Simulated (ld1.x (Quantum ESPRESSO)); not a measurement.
# An RRKJ potential for copper, from input to tests

Aim: build the potential from the settings below, then test how well it stands in for the atom: other configurations, scattering, ghost states and the plane-wave cutoff that it needs.

Method: ld1.x (Quantum ESPRESSO) 7.5, PBE, scalar-relativistic.

## (1) The atom and the settings

Typed settings, in words:

```
element                 : copper (Cu, Z = 29)
type                    : norm-conserving RRKJ (Kleinman–Bylander form)
frozen core             : [Ar]
valence charge          : 11
reference configuration : 3d10 4s1 4p0
partial waves           : 4s (bound): rc 2.10 bohr; 4p (bound, empty): rc 3.30 bohr; 3d (bound): rc 1.10 bohr
local potential         : all-electron potential smoothed inside 3.05 bohr (lloc = -1)
core correction         : not asked for
```

An earlier all-electron run gives the scale for the radii.

All-electron outer shells of the reference configuration (PBE, scalar-relativistic, ld1.x):

```
shell  level (eV)  outermost node (bohr)  outermost maximum (bohr)
   3s     -114.70                   0.29                      0.61
   3p      -72.14                   0.26                      0.62
   3d       -5.04                      –                      0.60
   4s       -4.61                   0.89                      2.27
   4p       -0.70                   0.97                      3.65
```

## (2) Generation

Cu.in reads:

```
 &input
   title='Cu', zed=29., rel=1, dft='PBE', iswitch=3,
   config='[Ar] 3d10 4s1 4p0',
   nld=3, rlderiv=3.60, eminld=-2.0, emaxld=5.0, deld=0.02
 /
 &inputp
   pseudotype=2, tm=.false., rho0=0.02, lloc=-1, rcloc=3.05,
   nlcc=.false.,
   file_pseudopw='Cu.UPF', file_wfcaegen='ae.wfc', file_wfcncgen='nc.wfc', file_beta='beta', file_chi='chi'
 /
3
4S  1  0   1.00   0.00  2.10  2.10  0.0
4P  2  1   0.00   0.00  3.30  3.30  0.0
3D  3  2  10.00   0.00  1.10  1.10  0.0
 &test
   configts(1)='3d10 4s1 4p0'
 /
```

Run with:

```sh
$ ld1.x < Cu.in > Cu.out
```

Output in Cu.out (without the banner and most projector matrices):

```text
     Program LD1 v.7.5
     --------------------------- All-electron run ----------------------------

     Cu
     scalar relativistic calculation

     atomic number is 29.00
     dft =PBE   lsd =0 sic =0 latt =0  beta=0.20 tr2=1.0E-14
     Exchange-correlation= PBE
                           (   1   4   3   4   0   0   0)
     mesh =1199 r(mesh) = 100.25372 a.u. xmin = -7.00 dx = 0.01250
     1 Ry =  13.60569312 eV, c = 137.03599908

     n l     nl                  e(Ry)          e(Ha)          e(eV)
     1 0     1S 1( 2.00)      -650.5489      -325.2745     -8851.1694
     2 0     2S 1( 2.00)       -78.0904       -39.0452     -1062.4738
     2 1     2P 1( 6.00)       -67.3965       -33.6983      -916.9763
     3 0     3S 1( 2.00)        -8.4305        -4.2153      -114.7030
     3 1     3P 1( 6.00)        -5.3024        -2.6512       -72.1430
     3 2     3D 1(10.00)        -0.3703        -0.1851        -5.0378
     4 0     4S 1( 1.00)        -0.3388        -0.1694        -4.6093
     4 1     4P 1( 0.00)        -0.0512        -0.0256        -0.6967

     final scf error:  5.3E-15 reached in  32 iterations

     Etot =   -3309.701531 Ry,   -1654.850765 Ha,  -45030.783357 eV

     Ekin =    3358.932341 Ry,    1679.466170 Ha,   45700.602648 eV
     Encl =   -7969.314771 Ry,   -3984.657386 Ha, -108428.051175 eV
     Eh   =    1435.751702 Ry,     717.875851 Ha,   19534.397054 eV
     Exc  =    -135.070802 Ry,     -67.535401 Ha,   -1837.731883 eV

     normalization and overlap integrals

     s(1S/1S) =  1.000000  <r> =   0.0521  <r2> =    0.0037  r(max) =   0.0341
     s(2S/2S) =  1.000000  <r> =   0.2352  <r2> =    0.0653  r(max) =   0.1960
     s(2P/2P) =  1.000000  <r> =   0.2064  <r2> =    0.0523  r(max) =   0.1585
     s(3S/3S) =  1.000000  <r> =   0.7119  <r2> =    0.5863  r(max) =   0.6112
     s(3P/3P) =  1.000000  <r> =   0.7494  <r2> =    0.6650  r(max) =   0.6189
     s(3D/3D) =  1.000000  <r> =   1.0474  <r2> =    1.5756  r(max) =   0.6036
     s(4S/4S) =  1.000000  <r> =   2.9362  <r2> =   10.2155  r(max) =   2.2710
     s(4P/4P) =  1.000000  <r> =   5.1791  <r2> =   33.4210  r(max) =   3.6517

     ------------------------ End of All-electron run ------------------------

     --------------------- Generating NC pseudopotential ---------------------

      Generating local potential from pseudized AE potential:
      Matching radius rcloc =   3.0500

      Local pseudo, rcloc= 3.027 Estimated cut-off energy=     2.65 Ry

      Wfc   4S  rcut= 2.081  Estimated cut-off energy=       10.02 Ry
      Using 4 Bessel functions for this wfc, rho(0) = 0.020
      This function has    0 nodes for 0 < r <    2.081

      Wfc   4P  rcut= 3.263  Estimated cut-off energy=       16.23 Ry
      This function has    0 nodes for 0 < r <    3.263

      Wfc   3D  rcut= 1.114  Estimated cut-off energy=      188.05 Ry
      This function has    0 nodes for 0 < r <    1.114

     ------------------- End of pseudopotential generation -------------------

     [... the all-electron block is printed once more ...]


     Computing logarithmic derivative in   3.58398
     Computing logarithmic derivative in   3.58398
     Computing the partial wave expansion
     R is outside the sphere for l=    0 j= 0.00
     R is outside the sphere for l=    1 j= 0.00
     R is outside the sphere for l=    2 j= 0.00

     ---------------------- Testing the pseudopotential ----------------------

     Cu
     scalar relativistic calculation

     atomic number is 29.00   valence charge is 11.00
     dft =PBE   lsd =0 sic =0 latt =0  beta=0.20 tr2=1.0E-14
     mesh =1199 r(mesh) = 100.25372 xmin = -7.00 dx = 0.01250

     n l     nl             e AE (Ry)        e PS (Ry)    De AE-PS (Ry)
     3 2     3D   1(10.00)       -0.37027       -0.37027        0.00000
     1 0     4S   1( 1.00)       -0.33878       -0.33878        0.00000
     2 1     4P   1( 0.00)       -0.05121       -0.05121        0.00000

     eps = 7.2E-15  iter =  9

     Etot =   -3309.701531 Ry,   -1654.850765 Ha,  -45030.783357 eV
     Etotps =   -97.205504 Ry,     -48.602752 Ha,   -1322.548251 eV

     Ekin =     147.386271 Ry,      73.693136 Ha,    2005.292378 eV
     Encl =    -193.760755 Ry,     -96.880377 Ha,   -2636.249372 eV
     Ehrt =      97.811066 Ry,      48.905533 Ha,    1330.787352 eV
     Ecxc =     -15.717850 Ry,      -7.858925 Ha,    -213.852242 eV
     Epseu=    -132.924236 Ry,     -66.462118 Ha,   -1808.526368 eV

     ---------------------- End of pseudopotential test ----------------------
```

It took 1.2 s on 1 thread of Neoverse-V2, shared host. (Generation and the later configuration tests together.)

All-electron and pseudo partial waves u(r) = r·R(r), from the program's wave files:

| r (bohr) | 3d AE | 3d PS |
| --- | --- | --- |
| 0.165 | 0.2791 | 0.0835 |
| 0.330 | 0.7263 | 0.4816 |
| 0.495 | 0.9416 | 0.9456 |
| 0.660 | 0.9655 | 1.0871 |
| 0.825 | 0.8991 | 0.9548 |
| 0.990 | 0.8039 | 0.8079 |
| 1.155 | 0.7068 | 0.7068 |
| 1.320 | 0.6177 | 0.6177 |
| 1.485 | 0.5393 | 0.5393 |
| 1.650 | 0.4715 | 0.4715 |
| 1.815 | 0.4132 | 0.4132 |
| 1.980 | 0.3630 | 0.3630 |
| 2.145 | 0.3198 | 0.3198 |
| 2.310 | 0.2824 | 0.2824 |
| 2.475 | 0.2499 | 0.2499 |
| 2.640 | 0.2216 | 0.2216 |
| 2.805 | 0.1968 | 0.1968 |
| 2.970 | 0.1750 | 0.1750 |
| 3.135 | 0.1559 | 0.1559 |
| 3.300 | 0.1390 | 0.1390 |
| 3.465 | 0.1240 | 0.1240 |
| 3.630 | 0.1108 | 0.1108 |
| 3.795 | 0.0991 | 0.0991 |
| 3.960 | 0.0886 | 0.0886 |
| 4.125 | 0.0794 | 0.0794 |
| 4.290 | 0.0711 | 0.0711 |

## (3) Configuration tests

Cu.test.in reads:

```
 &input
   title='Cu', zed=29., rel=1, dft='PBE', iswitch=2,
   config='[Ar] 3d10 4s1 4p0'
 /
 &test
   file_pseudo='Cu.UPF', nconf=8,
   configts(1)='3d10 4s1 4p0',
   configts(2)='3d10 4s0 4p0',
   configts(3)='3d9 4s0 4p0',
   configts(4)='3d8 4s0 4p0',
   configts(5)='3d9 4s1 4p0',
   configts(6)='3d9 4s1 4p1',
   configts(7)='3d10 4s0.5 4p0',
   configts(8)='3d10 4s0 4p1'
 /
```

Run with:

```sh
$ ld1.x < Cu.test.in > Cu.test.out
```

Cu.test.out, the pseudopotential blocks, each with the warnings that came before it:

```text
     Warning: n=3, l=2 expected 0 nodes, found 1
     ---------------------- Testing the pseudopotential ----------------------

     Cu
     scalar relativistic calculation

     atomic number is 29.00   valence charge is 11.00
     dft =PBE   lsd =0 sic =0 latt =0  beta=0.20 tr2=1.0E-14
     mesh =1199 r(mesh) = 100.25372 xmin = -7.00 dx = 0.01250

     n l     nl             e AE (Ry)        e PS (Ry)    De AE-PS (Ry)
     3 2     3D   1(10.00)       -0.37027       -0.37027        0.00000
     1 0     4S   1( 1.00)       -0.33878       -0.33878        0.00000
     2 1     4P   1( 0.00)       -0.05121       -0.05121        0.00000

     eps = 4.0E-15  iter = 18

     Etot =   -3309.701531 Ry,   -1654.850765 Ha,  -45030.783357 eV
     Etotps =   -97.205504 Ry,     -48.602752 Ha,   -1322.548254 eV

     Ekin =     147.386271 Ry,      73.693136 Ha,    2005.292377 eV
     Encl =    -193.760755 Ry,     -96.880378 Ha,   -2636.249373 eV
     Ehrt =      97.811066 Ry,      48.905533 Ha,    1330.787353 eV
     Ecxc =     -15.717850 Ry,      -7.858925 Ha,    -213.852242 eV
     Epseu=    -132.924236 Ry,     -66.462118 Ha,   -1808.526370 eV

     ---------------------- End of pseudopotential test ----------------------

     ---------------------- Testing the pseudopotential ----------------------

     Cu
     [...]
     n l     nl             e AE (Ry)        e PS (Ry)    De AE-PS (Ry)
     3 2     3D   1(10.00)       -1.00387       -0.99919       -0.00468
     1 0     4S   1( 0.00)       -0.87409       -0.87169       -0.00239
     2 1     4P   1( 0.00)       -0.48142       -0.48071       -0.00070

     eps = 3.0E-15  iter = 16

     Etot =   -3309.102669 Ry,   -1654.551334 Ha,  -45022.635421 eV
     Etotps =   -96.607316 Ry,     -48.303658 Ha,   -1314.409489 eV
     dEtot_ae =       0.598862 Ry
     dEtot_ps =       0.598188 Ry,   Delta E=       0.000674 Ry

     [...]
     ---------------------- End of pseudopotential test ----------------------

     ---------------------- Testing the pseudopotential ----------------------

     Cu
     [...]
     n l     nl             e AE (Ry)        e PS (Ry)    De AE-PS (Ry)
     3 2     3D   1( 9.00)       -2.17762       -2.21547        0.03785  !
     1 0     4S   1( 0.00)       -1.64243       -1.63839       -0.00404
     2 1     4P   1( 0.00)       -1.12816       -1.12046       -0.00770  !

     eps = 1.5E-16  iter = 12

     Etot =   -3307.534761 Ry,   -1653.767381 Ha,  -45001.302955 eV
     Etotps =   -95.026154 Ry,     -47.513077 Ha,   -1292.896683 eV
     dEtot_ae =       2.166770 Ry
     dEtot_ps =       2.179350 Ry,   Delta E=      -0.012581 Ry

     [...]
     ---------------------- End of pseudopotential test ----------------------

     ---------------------- Testing the pseudopotential ----------------------

     Cu
     [...]
     n l     nl             e AE (Ry)        e PS (Ry)    De AE-PS (Ry)
     3 2     3D   1( 8.00)       -3.59499       -3.70794        0.11295  !
     1 0     4S   1( 0.00)       -2.53770       -2.55459        0.01689  !
     2 1     4P   1( 0.00)       -1.91536       -1.90380       -0.01157  !

     eps = 1.9E-15  iter = 10

     Etot =   -3304.666857 Ry,   -1652.333428 Ha,  -44962.283127 eV
     Etotps =   -92.084514 Ry,     -46.042257 Ha,   -1252.873640 eV
     dEtot_ae =       5.034674 Ry
     dEtot_ps =       5.120990 Ry,   Delta E=      -0.086316 Ry

     [...]
     ---------------------- End of pseudopotential test ----------------------

     ---------------------- Testing the pseudopotential ----------------------

     Cu
     [...]
     n l     nl             e AE (Ry)        e PS (Ry)    De AE-PS (Ry)
     3 2     3D   1( 9.00)       -1.38593       -1.41916        0.03323  !
     1 0     4S   1( 1.00)       -0.99920       -0.99904       -0.00016
     2 1     4P   1( 0.00)       -0.56486       -0.56100       -0.00387

     eps = 8.5E-15  iter = 27

     Etot =   -3308.850568 Ry,   -1654.425284 Ha,  -45019.205425 eV
     Etotps =   -96.340509 Ry,     -48.170255 Ha,   -1310.779405 eV
     dEtot_ae =       0.850962 Ry
     dEtot_ps =       0.864994 Ry,   Delta E=      -0.014032 Ry

     [...]
     ---------------------- End of pseudopotential test ----------------------

     ---------------------- Testing the pseudopotential ----------------------

     Cu
     [...]
     n l     nl             e AE (Ry)        e PS (Ry)    De AE-PS (Ry)
     3 2     3D   1( 9.00)       -0.85163       -0.88939        0.03777  !
     1 0     4S   1( 1.00)       -0.52491       -0.52630        0.00139
     2 1     4P   1( 1.00)       -0.15499       -0.15342       -0.00157

     eps = 5.9E-15  iter = 28

     Etot =   -3309.200967 Ry,   -1654.600483 Ha,  -45023.972836 eV
     Etotps =   -96.688206 Ry,     -48.344103 Ha,   -1315.510058 eV
     dEtot_ae =       0.500564 Ry
     dEtot_ps =       0.517298 Ry,   Delta E=      -0.016734 Ry

     [...]
     ---------------------- End of pseudopotential test ----------------------

     ---------------------- Testing the pseudopotential ----------------------

     Cu
     [...]
     n l     nl             e AE (Ry)        e PS (Ry)    De AE-PS (Ry)
     3 2     3D   1(10.00)       -0.67108       -0.66920       -0.00188
     1 0     4S   1( 0.50)       -0.59517       -0.59466       -0.00051
     2 1     4P   1( 0.00)       -0.25132       -0.25132        0.00000

     eps = 6.3E-15  iter = 24

     Etot =   -3309.469123 Ry,   -1654.734561 Ha,  -45027.621283 eV
     Etotps =   -96.973156 Ry,     -48.486578 Ha,   -1319.387006 eV
     dEtot_ae =       0.232408 Ry
     dEtot_ps =       0.232347 Ry,   Delta E=       0.000061 Ry

     [...]
     ---------------------- End of pseudopotential test ----------------------

     ---------------------- Testing the pseudopotential ----------------------

     Cu
     [...]
     n l     nl             e AE (Ry)        e PS (Ry)    De AE-PS (Ry)
     3 2     3D   1(10.00)       -0.52571       -0.52486       -0.00085
     1 0     4S   1( 0.00)       -0.44612       -0.44507       -0.00106
     2 1     4P   1( 1.00)       -0.12603       -0.12591       -0.00013

     eps = 5.2E-15  iter = 20

     Etot =   -3309.397502 Ry,   -1654.698751 Ha,  -45026.646835 eV
     Etotps =   -96.901830 Ry,     -48.450915 Ha,   -1318.416566 eV
     dEtot_ae =       0.304029 Ry
     dEtot_ps =       0.303674 Ry,   Delta E=       0.000355 Ry

     [...]
     ---------------------- End of pseudopotential test ----------------------
```

The tests as a table, with energies relative to 3d10 4s1 4p0.

```csv
valence configuration,charge,ΔE all-electron (eV),error AE − PS (meV)
3d10 4s0 4p0,+1,8.148,+9.2
3d9 4s0 4p0,+2,29.480,-171
3d8 4s0 4p0,+3,68.500,-1174
3d9 4s1 4p0,+1,11.578,-191
3d9 4s1 4p1,0,6.811,-228
3d10 4s0.5 4p0,+0.5,3.162,+0.8
3d10 4s0 4p1,0,4.137,+4.8
```

## (4) Logarithmic derivatives

Taken from the files of the generation run. The phase is arctan(r·u′/u) with u = r·R, unwrapped, with energies in Ry. A pole is an energy at which the radial function vanishes at the test radius. The pseudo phase is shifted by a multiple of π to meet the all-electron one at the reference energy. Levels narrower than the energy grid can be missing from the poles. The last column is the largest difference on the grid between −1 and +1 Ry.

| channel | radius (bohr) | reference (Ry) | poles AE | poles PS | window around the reference with phases within 0.05 rad (Ry) | largest difference near zero (rad) |
| --- | --- | --- | --- | --- | --- | --- |
| s | 3.58 | -0.34 | 0.08, 3.65 | 0.08, 3.39 | below 3.8 | 0.001 |
| p | 3.58 | -0.05 | 0.76, 4.43 | 0.76, 4.21 | below 2.0 | 0.001 |
| d | 3.58 | -0.37 | -0.35, 2.01 | -0.35, 2.26 | below 0.4 | 0.234 |

Phases (rad) along the scan:

| E (Ry) | d AE | d PS | p AE | p PS |
| --- | --- | --- | --- | --- |
| -2.00 | 1.383 | 1.383 | 1.363 | 1.363 |
| -1.52 | 1.358 | 1.359 | 1.328 | 1.328 |
| -1.04 | 1.320 | 1.321 | 1.266 | 1.266 |
| -0.56 | 1.223 | 1.225 | 1.114 | 1.114 |
| -0.08 | -1.919 | -1.913 | 0.199 | 0.199 |
| 0.40 | -2.241 | -2.201 | -1.368 | -1.368 |
| 0.88 | -3.711 | -3.478 | -1.610 | -1.611 |
| 1.36 | -4.488 | -4.415 | -1.748 | -1.751 |
| 1.84 | -4.673 | -4.625 | -1.974 | -1.991 |
| 2.32 | -4.774 | -4.723 | -3.112 | -3.288 |
| 2.80 | -4.879 | -4.797 | -4.338 | -4.383 |
| 3.28 | -5.101 | -4.886 | -4.556 | -4.578 |
| 3.76 | -6.517 | -5.069 | -4.643 | -4.661 |
| 4.24 | -7.550 | -6.000 | -4.695 | -4.716 |
| 4.72 | -7.721 | -7.427 | -4.736 | -4.765 |

## (5) Plane-wave convergence, by spherical Bessel functions

This step uses the generator's waves and projectors in a separate script. Basis: spherical Bessel functions vanishing at 20 bohr, q² up to the cutoff; potential fixed at the reference.

All-electron valence levels (Ry): 4s -0.3388, 4p -0.0512, 3d -0.3703. The lowest levels of each channel (Ry) by cutoff; the last column sums, over occupied levels, occupation times the distance from the level at 400 Ry. A positive value at high cutoff is not a bound level.

| cutoff (Ry) | s #1 | p #1 | d #1 | f #1 | Σ f·Δε (mRy) |
| --- | --- | --- | --- | --- | --- |
| 8 | -0.2797 | -0.0508 | 0.0633 | 0.1122 | 4395.1 |
| 18 | -0.3043 | -0.0511 | 0.0633 | 0.1122 | 4370.3 |
| 30 | -0.3342 | -0.0511 | 0.0632 | 0.1122 | 4340.1 |
| 50 | -0.3388 | -0.0511 | 0.0630 | 0.1122 | 4333.7 |
| 70 | -0.3388 | -0.0511 | 0.0612 | 0.1122 | 4315.7 |
| 110 | -0.3388 | -0.0511 | -0.3352 | 0.1122 | 351.0 |
| 140 | -0.3388 | -0.0511 | -0.3695 | 0.1122 | 8.5 |
| 160 | -0.3388 | -0.0511 | -0.3698 | 0.1122 | 5.2 |
| 200 | -0.3388 | -0.0511 | -0.3702 | 0.1122 | 1.0 |
| 260 | -0.3388 | -0.0511 | -0.3703 | 0.1122 | 0.4 |
| 400 | -0.3388 | -0.0511 | -0.3703 | 0.1122 | 0.0 |

The sum stays within 10 mRy from 140 Ry and within 1 mRy from 200 Ry. The sum leaves out empty levels, which can need more. Ghost test: no level below the all-electron spectrum of its channel (s, p, d, f tested).

## (6) Outcome

```
                                                quantity                       value
               cutoffs for 10 and 1 mRy, occupied levels           140 Ry and 200 Ry
                                            bound ghosts                  none found
                            largest test error (AE − PS)  -1174 meV, for 3d8 4s0 4p0
largest phase difference near zero energy, channels read                   0.234 rad
```

By total energies transferability is poor: the largest error is 1174 meV on 68.5 eV, for 3d8 4s0 4p0. That test lies far up in energy; among those under 40 eV, nearer to bonding, the largest error is 228 meV. The potential is very hard: the looser tolerance needs 140 Ry. The slowest occupied level is 3d: taken alone it needs 140 Ry to come within 1 mRy, against 35 Ry for 4s. The Bessel-basis test finds no level below the valence levels. Of the channels read, d scatters worst near zero energy, by up to 0.23 rad. These are tests on the free atom; a crystal test is still owed.
